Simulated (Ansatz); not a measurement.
## Re, space group P6_3/mmc: an equation of state with a fit, step by step

Computed with the Ansatz DFT code, driven from Python.

Interactive session:
```pycon
>>> import ansatz as az
>>> import numpy as np
>>> from pymatgen.analysis.eos import EOS
>>> FUNCTIONAL = 'pbe'
>>> WIDTH_EV = 0.01
>>> TOLERANCE = 1e-06
>>> MESH = (10, 10, 3)
>>> vectors0 = np.array([
...     [2.766387, 0.0, 0.0],
...     [-1.383194, 2.395762, 0.0],
...     [0.0, 0.0, 8.938845],
... ])
>>> sites = [
...     ('Re', [0.0, 0.0, 0.0]),
...     ('Re', [1 / 3, 2 / 3, 0.25]),
...     ('Re', [0.0, 0.0, 0.5]),
...     ('Re', [2 / 3, 1 / 3, 0.75]),
... ]
>>> def on_lattice(cell):
...     crystal = az.Crystal(lattice=az.Lattice.of(cell))
...     for symbol, position in sites:
...         crystal = crystal.atom(symbol, position)
...     return crystal
...
>>> # scale the volume, keep shape and fractions
>>> volumes, energies, pressures = [], [], []
>>> for scale in np.linspace(0.94, 1.06, 7):
...     cell = vectors0 * scale ** (1 / 3)
...     model = (
...         on_lattice(cell).calculation()
...         .functional(FUNCTIONAL)
...         .pseudopotentials('paw')
...         .basis(47 * az.Ry)
...         .occupations(az.OccupationsMethod.FERMI_DIRAC, width=WIDTH_EV)
...         .scf(tolerance=TOLERANCE)
...         .kpoints(*MESH)
...         .stress()
...     )
...     data = model.run(threads=1, backend='cpu').report
...     volumes.append(abs(np.linalg.det(cell)) / len(sites))
...     energies.append(data['free_energy_ev'] / len(sites))
...     pressures.append(np.trace(data['stress_gpa']) / 3)
...     print(f'V = {volumes[-1]:8.4f} A^3/atom  F = {energies[-1]:.5f} eV/atom  P = {pressures[-1]:8.3f} GPa')
...
DeckWarning: output.stress: scf.convergence.dr2_threshold = 1e-6 eV is looser than the 4e-10 eV advised for a printed stress (1e-10 eV for each atom of the cell: 4). What an SCF threshold leaves in a [...]
V =  13.9221 A^3/atom  F = -10867.98822 eV/atom  P =   29.913 GPa
V =  14.2184 A^3/atom  F = -10868.03425 eV/atom  P =   20.043 GPa
V =  14.5146 A^3/atom  F = -10868.06292 eV/atom  P =   11.123 GPa
V =  14.8108 A^3/atom  F = -10868.07593 eV/atom  P =    3.096 GPa
V =  15.1070 A^3/atom  F = -10868.07487 eV/atom  P =   -4.104 GPa
V =  15.4032 A^3/atom  F = -10868.06122 eV/atom  P =  -10.546 GPa
V =  15.6994 A^3/atom  F = -10868.03631 eV/atom  P =  -16.290 GPa
>>> for form in ['pourier_tarantola', 'vinet', 'birch_murnaghan']:
...     fit = EOS(eos_name=form).fit(volumes, energies)
...     print(f'{form:18s} V0 {fit.v0:8.4f} A^3/atom  B0 {fit.b0_GPa:7.1f} GPa  B1 {fit.b1:5.2f}')
...
pourier_tarantola  V0  14.9344 A^3/atom  B0   365.9 GPa  B1  4.48
vinet              V0  14.9345 A^3/atom  B0   365.6 GPa  B1  4.46
birch_murnaghan    V0  14.9346 A^3/atom  B0   365.4 GPa  B1  4.44
```

A third-order Birch-Murnaghan fit through the 7 points has its minimum at 14.93 Å³ an atom, 0.8 % above the typed cell, with a bulk modulus of 365 GPa and dB/dP = 4.4. From that minimum the energy rises by 88.9 meV an atom on the compressed side and 40.8 meV on the expanded side.

These settings explore the input space; cutoff and mesh may be short of convergence. Spin is left out of this run. Shape and fractional positions are held along the curve, so the bulk modulus is an upper value where they are free to relax, by a factor of two or more in layered or hydrogen-bonded cells. For a metal this k-point mesh is coarse: on a finer one energies can move by several to tens of meV an atom and pressures by half a GPa or more, differences at one mesh by less. Pressure is positive in compression. Spin-orbit coupling, which matters for elements this heavy, is left out. Warnings are shown shortened and without file and line. It ran for 52 s on 1 thread of Arm Neoverse N1 (shared host), peak memory 0.53 GiB.
